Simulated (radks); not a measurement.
# Te⁴⁺ in [Ar] 3d10 4s2 4p5.5 4d10 5s2 4f0.5: an all-electron calculation

One table from this session's results is given with a row withheld; the runs are named, their logs left out.

The numbers are computed with radks (a radial shooting solver on a logarithmic mesh, Libxc functionals) version 1 (Dirac Kohn-Sham, BLYP, spin-unpolarised, spherical densities, finite nucleus; open shells fill j = l - 1/2 first), except any that are marked as measured or tabulated.

**The system**

| Property | Result |
| --- | --- |
| element | tellurium (Z = 52) |
| charge | +4 |
| electrons | 48 |
| configuration | [Ar] 3d10 4s2 4p5.5 4d10 5s2 4f0.5 |
| nuclear rms radius | 4.7423 fm |

The first run:

Input:

```text
Z 52
configuration [Ar] 3d10 4s2 4p5.5 4d10 5s2 4f0.5
relativity Dirac
functional b88,lyp
spin unpolarised
j_filling energy
nucleus finite rms 4.7423 fm
c 137.035999084
```

Among the steps run: Self-consistent calculation.

One table of the session follows, with a row left open; its other results are not shown here.

It belongs to the step «Radial structure». From the orbitals of this run (lengths in bohr):

| level | <r> | outermost maximum (interpolated) | 90 % within | nodes |
| --- | --- | --- | --- | --- |
| 1s1/2 | 0.02781 | 0.0179 | 0.0500 | 0 |
| 2s1/2 | ? | ? | ? | ? |
| 2p1/2 | 0.1008 | 0.0779 | 0.165 | 0 |
| 2p3/2 | 0.1064 | 0.0826 | 0.173 | 0 |
| 3s1/2 | 0.3218 | 0.293 | 0.474 | 2 |
| 3p1/2 | 0.3122 | 0.279 | 0.470 | 1 |
| 3p3/2 | 0.3236 | 0.290 | 0.486 | 1 |
| 3d3/2 | 0.2945 | 0.236 | 0.464 | 0 |
| 3d5/2 | 0.2982 | 0.239 | 0.469 | 0 |
| 4s1/2 | 0.7615 | 0.700 | 1.10 | 3 |
| 4p1/2 | 0.7967 | 0.720 | 1.17 | 2 |
| 4p3/2 | 0.8247 | 0.744 | 1.21 | 2 |
| 4d3/2 | 0.9435 | 0.800 | 1.44 | 1 |
| 4d5/2 | 0.9544 | 0.808 | 1.45 | 1 |
| 5s1/2 | 1.847 | 1.68 | 2.64 | 4 |
| 4f5/2 | 2.146 | 1.64 | 3.59 | 0 |
| 4f7/2 | 2.155 | 1.65 | 3.60 | 0 |

Q: Estimate the row for 2s1/2 from the others.

**Answer.** <r>: 0.1194; outermost maximum (interpolated): 0.101; 90 % within: 0.185; nodes: 1. In the column «<r>» it lies between 2p3/2 (0.1064) and 3d3/2 (0.2945).
